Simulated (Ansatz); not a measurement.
# Re2B: the cost of one run

Computed with Ansatz 0.2.0 (DFT r2SCAN, scalar-relativistic, plane waves, PAW, unless a step's input says otherwise).

1 further run of the same task is left out (set aside as unsound or not needed). Runs told in other sessions of the task aren't counted.

## (1) The system as given

Symmetry: I4/mcm, No. 140, tetragonal system. The conventional cell has a = 5.560 Å, b = 5.560 Å, c = 4.761 Å, α = 90.00°, β = 90.00°, γ = 90.00°. Around B (site symmetry 422) lie 2 B at 2.38 Å and 8 W at 2.38 Å. W (site symmetry m2m) has 4 B at 2.38 Å and 3 W at 2.67 to 2.69 Å in its first shell of neighbours.

Structure file:

```
B W
1.0
    -2.77975    2.77975    2.38048
     2.77975   -2.77975    2.38048
     2.77975    2.77975   -2.38048
B W
2 4
Direct
  0.25000 0.25000 0.00000
  0.75000 0.75000 0.00000
  0.66994 0.16994 0.83987
  0.16994 0.33006 0.50000
  0.33006 0.83006 0.16013
  0.83006 0.66994 0.50000
```

It is the result of an earlier relaxation at this level (volume 12.26 Å³/atom; gap on the mesh: none (metal)).

## (2) The substitution W → Re

The start of Re2B: fractional positions of relaxed BW2, cell scaled by 0.963, a guess from tabulated radii.

## (3) Quick check of gap, pressure and forces (Re2B)

Input file input.yaml:

```yaml
crystal:
  lattice:
    - [-2.6779932891, 2.6779932891, 2.2933375467]
    - [2.6779932891, -2.6779932891, 2.2933375467]
    - [2.6779932891, 2.6779932891, -2.2933375467]
  atoms:
    - { symbol: B, position: [0.25, 0.25, 0.0] }
    - { symbol: B, position: [0.75, 0.75, 0.0] }
    - { symbol: Re, position: [0.6699374032, 0.1699374032, 0.8398748064] }
    - { symbol: Re, position: [0.1699374032, 0.3300625968, 0.5] }
    - { symbol: Re, position: [0.3300625968, 0.8300625968, 0.1601251936] }
    - { symbol: Re, position: [0.8300625968, 0.6699374032, 0.5] }
basis:
  ecutwfc: 500
kpoints:
  mp_grid: { grid: [6, 6, 6] }
hamiltonian:
  xc: r2scan
scf:
  occupations: { method: gaussian, width: 0.1 }
output:
  forces: true
  stress: true
  eigenvalues: true
```

Run with:

```
$ ansatz run input.yaml --threads 1 --pin off --max-ram 2560MiB --backend cpu --events-out ev --progress --plain --runs-dir out
```

What time and memory should one allow on 1 thread of Arm Neoverse V2, shared host?

About 8.9 s, with a peak of 0.57 GiB.
